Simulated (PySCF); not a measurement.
**[Hg(H2O)]2+: other functionals and bases at one geometry**

An exercise on one series of results from a longer session: the logs are not shown, and one member is left open.

Program: PySCF 2.14.0. Level of theory: several levels, as the steps say, no spin–orbit coupling. These are calculated values, not measurements.

1 further run of the same task is left out (for a known fault of the program).

## The starting structure

4 atoms, charge 2, spin multiplicity 1.

Bond lengths: Hg1–O2 2.098 Å, O2–H3 0.987 Å, O2–H4 0.987 Å. Angles: Hg1–O2–H3 121.2°, Hg1–O2–H4 121.2°, H3–O2–H4 109.8°.

As a file:

```
Hg    0.0000    0.0024   -0.1655
O     0.0000    0.0088    1.9330
H     0.8078   -0.2360    2.4453
H    -0.8078   -0.2360    2.4453
```

Formal oxidation states: Hg +2. An earlier session relaxed this geometry at PBE0, Hg def2-SVP with ECP60, O def2-SVP, H def2-SVP (singlet, point group Cs).

At PBE0 on the finer grid: E = -228.879771 Eh, HOMO -23.29 eV, LUMO -18.38 eV, Mulliken charge on Hg1 +1.57 e, largest force component 0.012 eV/Å. 

Levels to run: revPBE; BLYP; PBE0, TZVP. Hardware: 2 threads of Arm Neoverse V1, shared host.

The first run:

Input file run.py (the lines that set the calculation):

```python
mol = gto.M(atom='''
Hg     0.00000     0.00239    -0.16553
O      0.00000     0.00881     1.93296
H      0.80781    -0.23600     2.44532
H     -0.80781    -0.23600     2.44532''',
    basis={'Hg': 'def2-SVP', 'O': 'def2-SVP', 'H': 'def2-SVP'},
    ecp={'Hg': 'def2-SVP'},
    charge=2, spin=0)
mf = dft.RKS(mol, xc='PBE_R,PBE')
mf.grids.atom_grid = (75, 302)
mf = mf.density_fit()  # fitting sets: Hg def2-universal-JKFIT, O def2-universal-JKFIT, H def2-universal-JKFIT
mf.conv_tol = 1e-08; mf.max_cycle = 55
mf.kernel(dm0)  # dm0: the density of the relaxed state
```

The run is started by

```bash
OMP_NUM_THREADS=2 python run.py
```

Among the steps run: revPBE; BLYP; PBE0, TZVP.

One table of the session follows, with a row left open; its other results are not shown here.

```
              level  HOMO (eV)  gap (eV)  charge on Hg1 (e)  dipole (D)  largest force component (eV/Å)
PBE0 (relaxed here)     -23.29      4.91               1.57        4.48                            0.01
             revPBE          ?         ?                  ?           ?                               ?
               BLYP     -21.61      2.03               1.49        5.06                            0.60
         PBE0, TZVP     -23.31      4.95               1.62        4.51                            0.21
```

**Question.** Estimate the row for revPBE.

**Answer.** HOMO (eV): -21.59; gap (eV): 2.16; charge on Hg1 (e): 1.52; dipole (D): 4.91; largest force component (eV/Å): 0.51. In the column «HOMO (eV)» it is the highest.

The dipole of a charged species depends on the origin, so these sizes hold for this origin alone.

In one basis the HOMO–LUMO gap runs from 2.03 eV (BLYP) to 4.91 eV (PBE0). The largest leftover force, 0.60 eV/Å with BLYP, stands at a geometry relaxed at another level. Total energies of different levels can't be compared.
